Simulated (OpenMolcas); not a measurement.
**Ru²⁺ among point charges: CASSCF and CASPT2 levels and susceptibility**

Aim: the splitting of the states of Ru²⁺ in the field of 6 point charges, its lowest levels with spin-orbit coupling and its magnetic susceptibility.

Program: OpenMolcas 26.06. Level of theory: state-averaged CASSCF and CASPT2, spin-orbit coupling by RASSI with atomic mean-field integrals. These are calculated values, not measurements, unless marked.

## (1) The system

| Item | Value |
| --- | --- |
| Species | Ru²⁺ (ruthenium, Z = 44, 42 electrons) |
| Basis | ANO-RCC-VDZP [6s5p3d1f], 43 functions |
| Scalar Hamiltonian | DKH2, point nucleus |
| Inactive shells | 1s 2s 2p 3s 3p 3d 4s 4p |
| Active space | 6 electrons in 5 orbitals (4d) |
| Some configurations of this space | 4d⁶ |
| Orbitals | optimised for each spin and parity, averaged over all roots |

Outer shells as boxes (Hund's rule):

4d6
```
4d [↑↓][↑ ][↑ ][↑ ][↑ ]
```

The ion sits among 6 point charges of -1.7 e arranged as an octahedron (Oh), 2.28 Å from the ion.

The work runs as a chain of OpenMolcas steps in one folder; each step below is one input file. Labels, J, g values, rates, χT and fits are worked out afterwards by a script from the matrices that RASSI stores. The input lists half of the charges; inversion (Group=XYZ) makes the rest.

## (2) Basis and integrals

a.inp reads:

```
&GATEWAY
Coord
1

Ru 0.0 0.0 0.0
Basis=ANO-RCC-VDZP
Group=XYZ
NoMove
AngMom=0.0 0.0 0.0
AMFI
XField
3 Angstrom 0
2.280000 0.000000 0.000000 -1.700000
0.000000 2.280000 0.000000 -1.700000
0.000000 0.000000 2.280000 -1.700000
&SEWARD
```

The run is started by

```
$ OMP_NUM_THREADS=1 MOLCAS_MEM=1689 MOLCAS_PROJECT=a pymolcas a.inp > a.log
```

Output:

```text
Basis set label: RU.ANO-RCC...6S5P3D1F.

      Electronic valence basis set:
      ------------------
      Associated Effective Charge  44.000000 au
      Associated Actual Charge     44.000000 au
      Nuclear Model: Point charge

      Shell  nPrim  nBasis  Cartesian Spherical Contaminant
         s      21       6        X
         p      18       5        X
         d      13       3                 X
         f       6       1                 X
                  Relativistic Douglas-Kroll-Hess integrals:
                    - DKH order of Hamiltonian: 2
                    - DKH order of Properties : 0
                  Atomic mean-field integrals
```

## (3) CASSCF: quintets of even parity, 5 roots

a.inp reads:

```
&RASSCF
FileOrb=start.orb
Symmetry=1
Spin=5
nActEl=6 0 0
Inactive=9 9
Ras2=5 0
CIRoot=5 5 1
SDav=5
CIMx=300
Iter=120 100
PrWF=0.3
OrbListing=Nothing
MaxOrb=0
>>> COPY $Project.JobIph JOB001
```

start.orb holds the contracted functions of the basis, ordered by shell, or the orbitals of the step before.

Output (excerpt; [...] marks lines left out):

```text
[...]
      Number of active orbitals                  5
[...]
      Spin quantum number                      2.0
[...]
      Active orbitals                            5   0
[...]
      Number of CSFs                             5
      Number of root(s) required                 5
[...]
      Convergence after  8 iterations
[...]
      Natural orbitals and occupation numbers for root  1
      sym 1:   1.000000   1.000000   1.000000   2.000000   1.000000
      Natural orbitals and occupation numbers for root  2
      sym 1:   1.000000   1.000000   2.000000   1.000000   1.000000
      Natural orbitals and occupation numbers for root  3
      sym 1:   2.000000   1.000000   1.000000   1.000000   1.000000
::    RASSCF root number  1 Total energy:  -4531.30932282
::    RASSCF root number  2 Total energy:  -4531.30932282
::    RASSCF root number  3 Total energy:  -4531.30932282
::    RASSCF root number  4 Total energy:  -4531.27628342
::    RASSCF root number  5 Total energy:  -4531.27628342
```

## (4) Reference wave functions, triplets of even parity, 45 roots

a.inp reads:

```
&RASSCF
FileOrb=start.orb
Symmetry=1
Spin=3
nActEl=6 0 0
Inactive=9 9
Ras2=5 0
CIRoot=45 45 1
SDav=45
CIMx=300
Iter=120 100
PrWF=0.3
OrbListing=Nothing
MaxOrb=0
>>> COPY $Project.JobIph JOB002
```

Output (excerpt; [...] marks lines left out):

```text
[...]
      Number of active orbitals                  5
[...]
      Spin quantum number                      1.0
[...]
      Active orbitals                            5   0
[...]
      Number of CSFs                            45
      Number of root(s) required                45
[...]
      Convergence after  7 iterations
[...]
      Natural orbitals and occupation numbers for root  1
      sym 1:   0.074956   1.922341   1.922450   1.044353   1.035900
      Natural orbitals and occupation numbers for root  2
      sym 1:   0.925621   1.824690   1.924421   1.142004   0.183264
      Natural orbitals and occupation numbers for root  3
      sym 1:   1.824601   1.142093   1.924423   0.925524   0.183359
::    RASSCF root number  1 Total energy:  -4531.25166690
::    RASSCF root number  2 Total energy:  -4531.25166690
::    RASSCF root number  3 Total energy:  -4531.25166690
[...]
::    RASSCF root number 27 Total energy:  -4531.18301630
::    RASSCF root number 28 Total energy:  -4531.17697593
::    RASSCF root number 29 Total energy:  -4531.17697593
::    RASSCF root number 30 Total energy:  -4531.17697593
```

## (5) Reference wave functions, singlets of even parity, 50 roots

a.inp reads:

```
&RASSCF
FileOrb=start.orb
Symmetry=1
Spin=1
nActEl=6 0 0
Inactive=9 9
Ras2=5 0
CIRoot=50 50 1
SDav=50
CIMx=300
Iter=120 100
PrWF=0.3
OrbListing=Nothing
MaxOrb=0
>>> COPY $Project.JobIph JOB003
```

Output (excerpt; [...] marks lines left out):

```text
[...]
      Number of active orbitals                  5
[...]
      Spin quantum number                      0.0
[...]
      Active orbitals                            5   0
[...]
      Number of CSFs                            50
      Number of root(s) required                50
[...]
      Convergence after  6 iterations
[...]
      Natural orbitals and occupation numbers for root  1
      sym 1:   0.080211   1.946526   1.946526   1.946526   0.080211
      Natural orbitals and occupation numbers for root  2
      sym 1:   0.282194   1.746283   1.222693   1.958767   0.790063
      Natural orbitals and occupation numbers for root  3
      sym 1:   0.818720   1.774497   1.960101   1.193028   0.253653
::    RASSCF root number  1 Total energy:  -4531.23846937
::    RASSCF root number  2 Total energy:  -4531.21676515
::    RASSCF root number  3 Total energy:  -4531.21676515
[...]
::    RASSCF root number 27 Total energy:  -4531.12981897
::    RASSCF root number 28 Total energy:  -4531.12981897
::    RASSCF root number 29 Total energy:  -4531.12748305
::    RASSCF root number 30 Total energy:  -4531.11945006
```

## (6) RASSI: spin-orbit coupling between the states

a.inp reads:

```
&RASSI
NrOfJobIphs=3 5 45 50
1 2 3 4 5
1 2 3 4 5 6 7 8 9 10 11 12 13 14 15 16 17 18 19 20 21 22 23 24 25 26 27
28 29 30 31 32 33 34 35 36 37 38 39 40 41 42 43 44 45
1 2 3 4 5 6 7 8 9 10 11 12 13 14 15 16 17 18 19 20 21 22 23 24 25 26 27
28 29 30 31 32 33 34 35 36 37 38 39 40 41 42 43 44 45 46 47 48 49 50
IphNames
JOB001
JOB002
JOB003
EJob
SpinOrbit
DIPRint=1.0
SOCoupling=1000.0
Subsets=2
Property=9
'ANGMOM' 1 'ANGMOM' 2 'ANGMOM' 3 'MLTPL  1' 1 'MLTPL  1' 2 'MLTPL  1' 3
'AMFI' 1 'AMFI' 2 'AMFI' 3
SOProperty=3
'ANGMOM' 1 'ANGMOM' 2 'ANGMOM' 3
```

Output (excerpt; [...] marks lines left out):

```text
SPIN-FREE ENERGIES:
  (Shifted by EMIN (a.u.) =      -4531.3093228209)
 SF State       Relative EMIN(au)   Rel lowest level(eV)    D:o, cm**(-1)      L_eff
     1             0.0000000000        0.0000000000              0.0000         2.0
     2             0.0000000000        0.0000000000              0.0000         2.0
     3             0.0000000000        0.0000000000              0.0000         2.0
     4             0.0330393986        0.8990478370           7251.3098         2.0
     5             0.0330393986        0.8990478370           7251.3098         2.0
     6             0.0576559159        1.5688973979          12654.0109         4.0
     7             0.0576559159        1.5688973979          12654.0109         4.0
     8             0.0576559159        1.5688973979          12654.0109         4.0
     9             0.0698154559        1.8997753352          15322.7214         4.4
    10             0.0698154559        1.8997753352          15322.7214         4.4
[...]
Eigenvalues of complex Hamiltonian:
   -----------------------------------
  (Shifted by EMIN (a.u.) =      -4531.3093228209)
 SO State       Relative EMIN(au)   Rel lowest level(eV)    D:o, cm**(-1)     J-value
     1            -0.0045212922        0.0000000000              0.0000         2.9
     2            -0.0045212922        0.0000000000              0.0000         3.3
     3            -0.0045212922        0.0000000000              0.0000         2.9
     4            -0.0027550606        0.0480616110            387.6430         2.6
     5            -0.0027550606        0.0480616110            387.6430         3.0
     6            -0.0023660648        0.0586467241            473.0177         2.1
     7            -0.0023660648        0.0586467241            473.0177         3.0
     8            -0.0023660648        0.0586467241            473.0177         3.0
     9            -0.0002750448        0.1155462768            931.9436         2.3
    10             0.0008293562        0.1455985606           1174.3316         1.9
    11             0.0008293562        0.1455985606           1174.3316         2.3
[...]
```

These steps: 39 s of run time, 1 thread, shared host.

States without spin-orbit coupling:

```csv
state,degeneracy,E (cm-1),free-ion L (%)
5T2,3,0,D (100)
5E,2,7251,D (100)
3T1,3,12654,H (55)
3T2,3,15323,H (62)
1A1,1,15551,G (50)
3T1,3,17815,H (68)
3T2,3,19681,G (72)
3E,2,19999,H (60)
1T1,3,20314,I (63)
3T1,3,20711,P (50)
3T2,3,23864,F (71)
3A2,1,24214,F (100)
1T2,3,24705,I (93)
3T1,3,25053,H (48)
3E,2,25687,G (57)
1E,2,26814,G (71)
1A1,1,27523,I (51)
3A1,1,27721,G (100)
1T2,3,28764,I (47)
3T2,3,29047,D (77)
1T1,3,29696,G (60)
1A2,1,29913,I (93)
3T1,3,30435,G (36)
3E,2,32668,D (90)
```

With spin-orbit coupling:

```
E (cm-1)  Degeneracy  Label  2S+1
     0.0           3     T2     5
   387.6           2      E     5
   473.0           3     T1     5
   931.9           1     A1     5
    1174           3     T1     5
    1293           3     T2     5
    8087           1     A2     5
    8098           3     T2     5
    8110           2      E     5
    8150           3     T1     5
    8184           1     A1     5
   12667           1     A1     3
   12901           2      E     3
   13081           3     T2     3
   13947           3     T1     3
   15608           3     T1     3
   16102           2      E     3
   16214           1     A2     3
   16222           3     T2     3
   17836           1     A1     1
   18224           2      E     3
   18225           3     T1     3
   18502           3     T2     3
   18970           1     A1     3
```

The table of states holds 24 of 43 computed; the rest, higher up, is left out.

Powder χT (cm³ K/mol): 3.28 at 2 K, 3.29 at 5 K, 3.32 at 10 K, 3.38 at 20 K, 3.55 at 50 K, 3.83 at 100 K, 4.06 at 150 K, 4.22 at 200 K, 4.32 at 250 K, 4.38 at 300 K.

Orbitals of the lowest block (energies include the constant potential of the surroundings):

| shell | space | energy (hartree) | mean occupation | ⟨r²⟩ (bohr²) |
| --- | --- | --- | --- | --- |
| 1s | inactive | -815.1720 | 2.000 | 0.00147 |
| 2s | inactive | -118.7633 | 2.000 | 0.0249 |
| 2p | inactive | -106.0159 | 6.000 | 0.0197 |
| 3s | inactive | -20.8490 | 2.000 | 0.183 |
| 3p | inactive | -16.5366 | 6.000 | 0.187 |
| 3d | inactive | -9.5803 | 10.000 | 0.175 |
| 4s | inactive | -1.8350 | 2.000 | 1.19 |
| 4p | inactive | -0.5318 | 6.000 | 1.45 |
| 4d | RAS2 |  | 6.000 | 2.86 |

## (7) CASPT2: IPEA 0.25, imaginary shift 0.1 (closed shells correlated: 4s 4p)

a.inp reads:

```
>>> COPY JOB001 $Project.JobIph
&CASPT2
Multistate=5 1 2 3 4 5
NoMult
Frozen=8 6
IPEA=0.25
Imaginary=0.1
MaxIter=60
WThr=0.0 0.3 0.05
PrWF=0.5
NoMix
>>> COPY JOB002 $Project.JobIph
&CASPT2
Multistate=45 1 2 3 4 5 6 7 8 9 10 11 12 13 14 15 16 17 18 19 20 21 22
23 24 25 26 27 28 29 30 31 32 33 34 35 36 37 38 39 40 41 42 43 44 45
NoMult
Frozen=8 6
IPEA=0.25
Imaginary=0.1
MaxIter=60
WThr=0.0 0.3 0.05
PrWF=0.5
NoMix
>>> COPY JOB003 $Project.JobIph
&CASPT2
Multistate=50 1 2 3 4 5 6 7 8 9 10 11 12 13 14 15 16 17 18 19 20 21 22
23 24 25 26 27 28 29 30 31 32 33 34 35 36 37 38 39 40 41 42 43 44 45 46
47 48 49 50
NoMult
Frozen=8 6
IPEA=0.25
Imaginary=0.1
MaxIter=60
WThr=0.0 0.3 0.05
PrWF=0.5
NoMix
```

Output (excerpt; [...] marks lines left out):

```text
[...]
      Active orbitals                            5   0
[...]
      E2 (Variational):          -0.2949604467
      Total energy:           -4531.6042832677
[...]
::    CASPT2 Root  1     Total energy:  -4531.60428327
::    CASPT2 Root  2     Total energy:  -4531.60427929
[...]
::    CASPT2 Root 27     Total energy:  -4531.44258896
::    CASPT2 Root 28     Total energy:  -4531.44283085
::    CASPT2 Root 29     Total energy:  -4531.44212558
::    CASPT2 Root 30     Total energy:  -4531.43299334
```

This run: 8.5 s of run time, 1 thread, shared host.

SS-CASPT2: lowest energy less the reference's lowest, -0.2950 hartree; reference weights 0.921 to 0.937.

Spin-free states, with their symmetry labels:

```csv
state,degeneracy,E (cm-1),free-ion L (%)
5T2,3,0,D (100)
5E,2,7895,D (100)
3T1,3,11576,H (55)
3T2,3,14004,H (62)
1A1,1,14596,G (50)
3T1,3,16713,H (68)
3T2,3,18039,G (72)
3T1,3,18546,P (50)
3E,2,18701,H (60)
1T1,3,18729,I (63)
3T2,3,21720,F (71)
3A2,1,22218,F (100)
1T2,3,23199,I (93)
3T1,3,24135,H (48)
3E,2,24734,G (57)
1E,2,24929,G (71)
1A1,1,25190,I (51)
1T2,3,26155,I (47)
3T2,3,26327,D (77)
3A1,1,26373,G (100)
1T1,3,27580,G (60)
1A2,1,28640,I (93)
3T1,3,29379,G (36)
3E,2,30016,D (90)
```

With spin-orbit coupling:

| E (cm-1) | Degeneracy | Label | 2S+1 |
| --- | --- | --- | --- |
| 0 | 3 | T2 | 5 |
| 390 | 2 | E | 5 |
| 480 | 3 | T1 | 5 |
| 940 | 1 | A1 | 5 |
| 1180 | 3 | T1 | 5 |
| 1290 | 3 | T2 | 5 |
| 8700 | 2 | E | 5 |
| 8710 | 3 | T2 | 5 |
| 8710 | 1 | A2 | 5 |
| 8740 | 3 | T1 | 5 |
| 8760 | 1 | A1 | 5 |
| 11600 | 1 | A1 | 3 |
| 11820 | 2 | E | 3 |
| 12000 | 3 | T2 | 3 |
| 12860 | 3 | T1 | 3 |
| 14310 | 3 | T1 | 3 |
| 14800 | 2 | E | 3 |
| 14900 | 1 | A2 | 3 |
| 14910 | 3 | T2 | 3 |
| 16830 | 1 | A1 | 1 |
| 16990 | 2 | E | 3 |
| 17070 | 3 | T1 | 3 |
| 17360 | 3 | T2 | 3 |
| 17890 | 1 | A1 | 3 |

Powder χT (cm³ K/mol): 3.26 at 2 K, 3.28 at 5 K, 3.31 at 10 K, 3.36 at 20 K, 3.53 at 50 K, 3.81 at 100 K, 4.04 at 150 K, 4.20 at 200 K, 4.30 at 250 K, 4.36 at 300 K.

## (8) The methods side by side

A. CASSCF
B. SS-CASPT2, IPEA 0.25, imaginary shift 0.1 (closed shells correlated: 4s 4p)

```
method  ground state  first state of that spin (cm-1)  first gap with spin-orbit (cm-1)  χT at 300 K
     A           5T2                          5E 7251                             387.6         4.38
     B           5T2                          5E 7895                             388.3         4.36
```

## (9) Summary of results

```
                                            quantity                                                                        value
                                              method  SS-CASPT2, IPEA 0.25, imaginary shift 0.1 (closed shells correlated: 4s 4p)
                              spin-free ground state                                              5T2, 3-fold in its orbital part
first state of the same spin within the active space                                                              5E at 7890 cm⁻¹
                                        lowest level                                                                    3-fold T2
                                          next level                                                                   388.3 cm⁻¹
                                         χT at 300 K                                                               4.36 cm³ K/mol
                           effective moment at 300 K                                                                      5.90 μB
```

Cost by method:

| method | time of its own steps | time with the reference |
| --- | --- | --- |
| A. CASSCF | 39 s | 39 s |
| B. SS-CASPT2, IPEA 0.25, imaginary shift 0.1, +4s 4p | 8.5 s | 48 s |

Times are of one thread on a shared host.

**Reading.** The spin-free ground state (5T2) comes to 100 % from free-ion D terms and keeps the highest spin of the shell. χT at 300 K is 4.36, against 3.01 cm³ K/mol for the spin alone, so orbital moment adds to it. An active space of the d shell alone favours high spin; real ions in strong fields can be low spin. CASPT2 does not keep the components of a term degenerate, and the means are used. The field of point charges can differ much from that of real complexes. With metal d orbitals alone active, the gaps between spin states are rough; where two lie within a few thousand cm-1, their order is open. Point charges carry no covalency, so the field is a model and not that of real ligands.
